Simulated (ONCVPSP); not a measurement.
# Ni: generating and testing an ONCV potential

Aim: build the potential from the settings below, then test how well it stands in for the atom: other configurations, scattering, ghost states and the plane-wave cutoff that it needs.

Program: ONCVPSP 4.0.1.1 (patched build). Reference atom: PBEsol, scalar-relativistic, spherical and spin-unpolarised. All values are calculated.

### 1 Settings

Typed settings, in words:

| Quantity | Value |
| --- | --- |
| element | nickel (Ni, Z = 28) |
| type | optimised norm-conserving Vanderbilt (ONCV) |
| frozen core | [Ne] |
| valence charge | 18 |
| reference configuration | 3s2 3p6 3d8 4s2 |
| partial waves | 3s+4s: rc 1.50 bohr, ncon 4, nbas 8, qcut 6.5 1/bohr, 2 projectors; 3p: rc 0.90 bohr, ncon 4, nbas 8, qcut 16.6 1/bohr, 2 projectors, debl 1.4 Ha; 3d: rc 1.00 bohr, ncon 5, nbas 10, qcut 16 1/bohr, 3 projectors, debl 2 Ha |
| local potential | polynomial inside 0.85 bohr (lpopt 5, dvloc0 1 Ha) |
| core correction | Teter function, parameters optimised by the program |

An earlier all-electron run gives the scale for the radii.

All-electron outer shells of the reference configuration (PBEsol, scalar-relativistic, ld1.x):

```csv
shell,level (eV),outermost node (bohr),outermost maximum (bohr)
2p,-844.17,–,0.16
3s,-110.78,0.30,0.64
3p,-71.25,0.27,0.65
3d,-8.90,–,0.63
4s,-5.66,0.92,2.24
4p,-1.19,1.00,3.14
```

### 2 Generating the potential

Ni.dat

```
# ATOM AND REFERENCE CONFIGURATION
# atsym  z   nc   nv     iexc    psfile
  Ni 28.00    3    4  -116133      upf
#
#   n    l    f
    1    0    2.00
    2    0    2.00
    2    1    6.00
    3    0    2.00
    3    1    6.00
    3    2    8.00
    4    0    2.00
#
# PSEUDOPOTENTIAL AND OPTIMIZATION
# lmax
    2
#
#   l,   rc,      ep,       ncon, nbas, qcut
    0    1.50    0.00    4    8    6.50
    1    0.90    0.00    4    8   16.60
    2    1.00    0.00    5   10   16.00
#
# LOCAL POTENTIAL
# lloc, lpopt,  rc(5),   dvloc0
    4    5    0.85    1.00
#
# VANDERBILT-KLEINMAN-BYLANDER PROJECTORs
# l, nproj, debl
    0    2    1.80
    1    2    1.40
    2    3    2.00
#
# MODEL CORE CHARGE
# icmod, fcfact, rcfact
    4    0.40    0.00
#
# LOG DERIVATIVE ANALYSIS
# epsh1, epsh2, depsh
   -6.00    5.00    0.04
#
# OUTPUT GRID
# rlmax, drl
    6.00    0.01
#
# TEST CONFIGURATIONS
# ncnf
    4
# nvcnf
#   n    l    f
    4
    3    0    2.00
    3    1    6.00
    3    2    8.00
    4    0    1.00
#
    4
    3    0    2.00
    3    1    6.00
    3    2    8.00
    4    0    0.00
#
    4
    3    0    2.00
    3    1    6.00
    3    2    7.00
    4    0    0.00
#
    4
    3    0    2.00
    3    1    6.00
    3    2    8.50
    4    0    1.50
#
```

Command:

```console
$ oncvpsp.x < Ni.dat > Ni.out
```

**Question.** What will these runs give? Wanted: cutoffs for 1 and 0.1 mHa per electron, occupied waves; bound ghosts; GHOST(+) flags; largest test error; largest phase difference near zero energy, channels read; rms error of d²Exc/dn², without and with the model core; projector energies reset by the program.

The runs gave:

| quantity | value |
| --- | --- |
| cutoffs for 1 and 0.1 mHa per electron, occupied waves | 102 Ha and 115 Ha |
| bound ghosts | none found |
| GHOST(+) flags | none at low energy |
| largest test error (AE − PS) | -11 meV, for 3s2 3p6 3d7 4s0 |
| largest phase difference near zero energy, channels read | 0.001 rad |
| rms error of d²Exc/dn², without and with the model core | 3.42 and 1.01 mHa |
| projector energies reset by the program | p: -2.619, 0.250 Ha |

**Reading.** The worst unpolarised test, 3s2 3p6 3d7 4s0, is off by 11 meV on 64.0 eV; by total energies transferability rates as good. It counts as very hard, with 102 Ha needed at the looser tolerance. At the looser tolerance the 3d wave is the slowest; 3p needs 75 Ha. It is free of bound ghosts as far as tested. Near zero energy the phases of the channels with partial waves agree within 0.001 rad.
